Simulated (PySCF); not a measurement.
**GaO⁺ (triplet): changing the method**

Starting from one script, swap the method and compare what comes out for GaO⁺ (triplet).

Computed with PySCF 2.14.0. Level: each script names its method and basis.

### Step 1. The system as given

GaO⁺ (triplet): 2 atoms, charge 1, spin multiplicity 3.

Bond lengths: Ga1–O2 1.905 Å.

### Step 2. Base script

Input file input.py:

```python
from pyscf import gto, scf, mp

mol = gto.M(
    atom='Ga 0 0 0; O 0 0 1.905',
    basis='lanl2dz',
    ecp={'Ga': 'lanl2dz'},
    charge=1,
    spin=2,
    verbose=4,
)
mf = scf.UHF(mol)
mf.kernel()
mp.MP2(mf, frozen=1).kernel()
mf.dip_moment()
print('orbital energies (hartree):', [e[max(0, n-3):n+3].round(4) for e, n in zip(mf.mo_energy, mol.nelec)])
```

Started as:

```sh
OMP_NUM_THREADS=1 python input.py
```

### Step 3. CCSD

Run 1 changes step after the SCF: mp2 → ccsd.

Changes to input.py since step 2:

```diff
@@ -1,2 +1,2 @@
-from pyscf import gto, scf, mp
+from pyscf import gto, scf, cc
 
@@ -12,3 +12,4 @@
 mf.kernel()
-mp.MP2(mf, frozen=1).kernel()
+mycc = cc.CCSD(mf, frozen=1)
+mycc.kernel()
 mf.dip_moment()
```

### Step 4. EOM-IP

Run 2 changes step after the SCF: mp2 → eomip; number of roots: none → 8.

Changes to input.py since step 2:

```diff
@@ -1,2 +1,2 @@
-from pyscf import gto, scf, mp
+from pyscf import gto, scf, cc
 
@@ -12,3 +12,6 @@
 mf.kernel()
-mp.MP2(mf, frozen=1).kernel()
+mycc = cc.CCSD(mf, frozen=1)
+mycc.kernel()
+e = mycc.ipccsd(nroots=8)[0]
+print('roots (eV) =', (e*27.211386).round(3))
 mf.dip_moment()
```

### Step 5. Stability test

Run 3 changes step after the SCF: mp2 → stability.

Changes to input.py since step 2:

```diff
@@ -1,2 +1,2 @@
-from pyscf import gto, scf, mp
+from pyscf import gto, scf
 
@@ -12,3 +12,3 @@
 mf.kernel()
-mp.MP2(mf, frozen=1).kernel()
+mf.stability(internal=True, external=True)
 mf.dip_moment()
```

### Step 6. SCF alone

Run 4 changes step after the SCF: mp2 → none.

Changes to input.py since step 2:

```diff
@@ -1,2 +1,2 @@
-from pyscf import gto, scf, mp
+from pyscf import gto, scf
 
@@ -12,3 +12,2 @@
 mf.kernel()
-mp.MP2(mf, frozen=1).kernel()
 mf.dip_moment()
```

### Step 7. CISD

Run 5 changes step after the SCF: mp2 → cisd.

Changes to input.py since step 2:

```diff
@@ -1,2 +1,2 @@
-from pyscf import gto, scf, mp
+from pyscf import gto, scf, ci
 
@@ -12,3 +12,3 @@
 mf.kernel()
-mp.MP2(mf, frozen=1).kernel()
+ci.CISD(mf, frozen=1).kernel()
 mf.dip_moment()
```

### Step 8. Pw6b95 (UKS)

Run 6 changes functional: none (Hartree–Fock) → pw6b95; SCF type: UHF → UKS; step after the SCF: mp2 → analyze.

Changes to input.py since step 2:

```diff
@@ -1,2 +1,2 @@
-from pyscf import gto, scf, mp
+from pyscf import gto, dft
 
@@ -10,5 +10,5 @@
 )
-mf = scf.UHF(mol)
+mf = dft.UKS(mol, xc='pw6b95')
 mf.kernel()
-mp.MP2(mf, frozen=1).kernel()
+mf.mulliken_pop()
 mf.dip_moment()
```

What does the calculation give? Wanted: for each run, E(SCF); from base; gap, α spin; after the SCF.

As calculated:

```tsv
run	E(SCF) (hartree)	from base (eV)	cycles	gap, α spin (eV)	after the SCF
base	-76.504110	0	13	12.74	MP2 correlation -2.194 eV, core frozen
CCSD	-76.504110	0.0000	13	12.74	CCSD correlation -2.875 eV, core frozen
EOM-IP	-76.504110	0.0000	13	12.74	CCSD correlation -2.875 eV, core frozen, first root 18.04 eV
stability test	-76.504110	0.0000	13	12.74	stable
SCF alone	-76.504110	0.0000	13	12.74	n/a
CISD	-76.504110	0.0000	13	12.74	CISD correlation -2.740 eV, core frozen
pw6b95 (UKS)	-76.948655	not comparable	24	7.36	n/a
```

In words: On the same reference and core, CCSD gains 2.88 eV in 0.72 s; MP2 reaches 76 % of that in 0.73 s, CISD reaches 95 % of that in 0.67 s. A lower total energy from another functional means nothing by itself.
